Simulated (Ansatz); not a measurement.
**GeC (singlet): from Hartree-Fock to the top rungs at distance Ge1–C2 = 1.524 Å, cc-pVDZ**

How much of the correlation energy of GeC (singlet) does each wave-function method recover here?

Method: cc-pVDZ, core rule «outside noble gas», up to 15 orbitals frozen; program: Ansatz 0.2.0, Gaussian basis.

The runs, in order: UHF; CCSD(T) on RHF; BCCD(T) on RHF; CISD; CCSDT(Q) on RHF; CCSDT(Q) on UHF; CCSDTQ on RHF; CCSDTQ on UHF; CASSCF and MRCISD+Q, 2 electrons in 2 orbitals; CASSCF and NEVPT2, 2 electrons in 2 orbitals; CASSCF and MRCISD+Q, 8 electrons in 8 orbitals; CASSCF and NEVPT2, 8 electrons in 8 orbitals; Full CI.

11 further runs of the same task are left out: 4 for a known fault of the program, 7 that didn't finish.

## Step 1: The geometry

The geometry derives from a PBE0/def2-TZVP stationary point (not a proven minimum). One bond is set to the value named and the two fragments are kept rigid. No spin-orbit coupling is included. The filled d shell of Ge may be among the frozen orbitals whatever the setting's name suggests; the logs give the count.

2 atoms, charge 0, spin multiplicity 1.

Atoms are counted from 1 here; the program's logs count them from 0.

Bond lengths: Ge1–C2 1.524 Å.

## Step 2: UHF

Input file in.yaml:

```yaml
crystal:
  periodic: [false, false, false]
  atoms:
    - {symbol: Ge, position_ang: [0.000000, 0.000000, 0.000000]}
    - {symbol: C, position_ang: [0.000000, 0.000000, 1.524000]}
basis:
  gaussian: {orbitals: cc-pVDZ}
magnetization: {spin_polarized: true, initial_magnetization: 0}
hamiltonian: {xc: hf}
output: {orbitals: {seedname: orbitals}}
```

The run is started by

```sh
$ ansatz run in.yaml --threads 1 --pin off --events-out ev --progress --plain --max-ram 4096MiB --backend cpu
```

After this run come: CCSD(T) on RHF; BCCD(T) on RHF; CISD; CCSDT(Q) on RHF; CCSDT(Q) on UHF; CCSDTQ on RHF; CCSDTQ on UHF; CASSCF and MRCISD+Q, 2 electrons in 2 orbitals; CASSCF and NEVPT2, 2 electrons in 2 orbitals; CASSCF and MRCISD+Q, 8 electrons in 8 orbitals; CASSCF and NEVPT2, 8 electrons in 8 orbitals; Full CI.

**Question.** What will the summary of the whole plan be? Wanted: FCI below the RHF energy; RMP2 from FCI; RCCSD from FCI; RCCSD(T) from FCI; RCCSDT(Q) from FCI; NEVPT2 pair from FCI; MRCISD+Q pair from FCI; NEVPT2 valence from FCI; T1 diagnostic.

As calculated:

| quantity | value |
| --- | --- |
| FCI below the RHF energy | -6.9557 eV |
| RMP2 from FCI | +28.15 kcal/mol |
| RCCSD from FCI | +12.96 kcal/mol |
| RCCSD(T) from FCI | +1.52 kcal/mol |
| RCCSDT(Q) from FCI | -0.35 kcal/mol |
| NEVPT2 pair from FCI | +22.54 kcal/mol |
| MRCISD+Q pair from FCI | +3.23 kcal/mol |
| NEVPT2 valence from FCI | +13.58 kcal/mol |
| levels within 1 kcal/mol (43 meV) | RCCSDT(Q), RCCSDTQ, MRCISD+Q valence |
| T1 diagnostic | 0.072 |
| effectively unpaired electrons | 0.52 |

RCCSD(T) misses by +1.52 kcal/mol, 0.9 % of the correlation energy. RCCSDT(Q) falls below full CI, which methods that aren't variational can do. The occupations show some static correlation. Of the multireference levels listed MRCISD+Q valence comes nearest in total energy (+0.03 kcal/mol), which doesn't show that its space is the better one. These misses are within one basis, not against nature.
